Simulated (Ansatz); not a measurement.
# SiB4: the cost of one run

Method: DFT PBE, scalar-relativistic, plane waves, PAW, in Ansatz 0.2.0.

### Step 1. The starting structure

The structure is hexagonal, space group P6/mmm (No. 191). The conventional cell has a = 3.334 Å, b = 3.334 Å, c = 4.228 Å, α = 90.00°, β = 90.00°, γ = 120.00°. Around Si (site symmetry 6/mmm) lie 2 B at 2.11 Å. B (site symmetry 6/mmm) has 6 B at 1.66 to 1.67 Å in its first shell of neighbours. B (site symmetry mmm) has 6 B at 1.66 to 1.67 Å in its first shell of neighbours.

Structure file:

```cif
data_structure
_symmetry_space_group_name_H-M 'P6/mmm'
_symmetry_Int_Tables_number 191
_cell_length_a 3.3344
_cell_length_b 3.3344
_cell_length_c 4.2280
_cell_angle_alpha 90.000
_cell_angle_beta 90.000
_cell_angle_gamma 120.000
_cell_volume 40.71
loop_
_atom_site_label
_atom_site_type_symbol
_atom_site_symmetry_multiplicity
_atom_site_Wyckoff_symbol
_atom_site_fract_x
_atom_site_fract_y
_atom_site_fract_z
_atom_site_occupancy
Si1 Si 1 b 0.00000 0.00000 0.50000 1
B1 B 1 a 0.00000 0.00000 0.00000 1
B2 B 3 f 0.50000 0.00000 0.00000 1
```

A structure generator made this guess: random cell by space group and Wyckoff sites (P-62m, No. 189). Its size is a rough estimate.

### Step 2. A first look at the guess

input.yaml

```yaml
crystal:
  lattice:
    - [3.33444888, 0.0, 0.0]
    - [-1.66722444, 2.88771744, 0.0]
    - [0.0, 0.0, 4.22796123]
  atoms:
    - { symbol: Si, position: [0.0, 0.0, 0.5] }
    - { symbol: B, position: [0.0, 0.0, 0.0] }
    - { symbol: B, position: [0.500802, 0.0, 0.0] }
    - { symbol: B, position: [0.0, 0.500802, 0.0] }
    - { symbol: B, position: [0.499198, 0.499198, 0.0] }
basis:
  ecutwfc: 420
kpoints:
  mp_grid: { grid: [6, 6, 4] }
hamiltonian:
  xc: pbe
scf:
  occupations: { method: gaussian, width: 0.1 }
  lower_state_search: "off"
output:
  forces: true
  stress: true
  eigenvalues: true
```

Command:

```bash
> ansatz run input.yaml --threads 1 --pin off --max-ram 2560MiB --backend cpu --events-out ev --progress --plain --runs-dir out
```

What time and memory should one allow on 1 thread of Intel Xeon at 2.50GHz (Skylake/Cascade Lake), shared host?

About 2.7 s, with a peak of 0.31 GiB.
